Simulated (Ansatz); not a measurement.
# BaI: the cost of one run

Program: Ansatz 0.2.0. Level of theory: the levels named in each step. These are calculated values, not measurements.

### Step 1. The structure to begin with

Bond lengths: I1–Ba2 3.117 Å.

Coordinates:

```xyz
2

I     0.0000    0.0000    0.0000
Ba    0.0000    0.0000    3.1169
```

### Step 2. A rough first relaxation, PBE-D4/def2-SVP

This run stands in another session on the same molecule. It ended at:

```xyz
2

I     0.0000    0.0000    0.0038
Ba    0.0000    0.0000    3.1130
```

### Step 3. Relaxation, PBE0-D4/def2-TZVPP

This run stands in another session on the same molecule. It ended at:

```xyz
2

I     0.0000    0.0000    0.0170
Ba    0.0000    0.0000    3.0998
```

### Step 4. Frequencies, PBE0-D4/def2-TZVPP

input.yaml

```yaml
crystal:
  periodic: [false, false, false]
  atoms:
    - { symbol: I, position_ang: [0.0, 0.0, 0.01702275] }
    - { symbol: Ba, position_ang: [0.0, 0.0, 3.09983725] }
magnetization:
  spin_polarized: true
  initial_magnetization: 1
basis:
  gaussian: { orbitals: def2-TZVPP }
hamiltonian:
  xc: pbe0
  dispersion: d4
phonons: {}
```

Launch:

```bash
> ansatz run input.yaml --threads 2 --pin off --max-ram 5120MiB --backend cpu --events-out ev --progress --plain --runs-dir out
```

What time and memory should one allow on 2 threads of Arm Neoverse V2, shared host?

About 20 s, with a peak of 0.19 GiB.
